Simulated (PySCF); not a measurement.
# C3H10OSi: the cost of one run

Computed with PySCF 2.14.0, with density-fitted response routines of our own, on a single molecule in the gas phase. Atoms count from 0, in the outputs and in this text.

## (1) The starting structure

15 atoms, charge 0, multiplicity 1; geometry from: GFN2-xTB. The atoms were then displaced at random by about 0.01 Å, so the start is not that level's minimum.

Bonds of the start (Å): C0–Si1 1.93, Si1–C2 1.92, C2–C3 1.48, C3–O4 1.40, C0–H5 1.07, C0–H6 1.07, C0–H7 1.10, Si1–H8 1.49, Si1–H9 1.46, C2–H10 1.08, C2–H11 1.11, C3–H12 1.14, C3–H13 1.09, O4–H14 0.97.

## (2) Geometry optimisation at PBE0-D3(BJ)/def2-SVP

Job settings and geometry (Å):

```
{"job": {"xc": "PBE0", "basis": "def2-SVP", "d3": "d3bj", "grid": 1, "shake": 0.01, "kind": "geom"}, "charge": 0, "multiplicity": 1}
C      2.450720    -0.244420    -0.122470
Si     0.746610     0.606530    -0.452430
C     -0.633210    -0.693870    -0.166000
C     -1.943540    -0.132010    -0.545050
O     -2.216030     1.124090     0.022280
H      2.499280    -0.592350     0.886710
H      2.613760    -1.054840    -0.799780
H      3.254930     0.494900    -0.274350
H      0.594570     1.745600     0.493610
H      0.676170     1.073410    -1.829630
H     -0.437160    -1.598820    -0.728380
H     -0.626610    -0.990700     0.900410
H     -2.809550    -0.823960    -0.275030
H     -2.041740     0.033300    -1.612890
H     -2.143530     1.035770     0.990110
```

Run with:

```sh
OMP_NUM_THREADS=1 python probes_run.py task.json out
```

One launch serves the whole session: the jobs run in the order shown.

Q: Estimate the wall time and peak memory of this first job on 1 thread of AMD EPYC 7R43, shared host.

About 47 s, with a peak of 0.49 GiB.
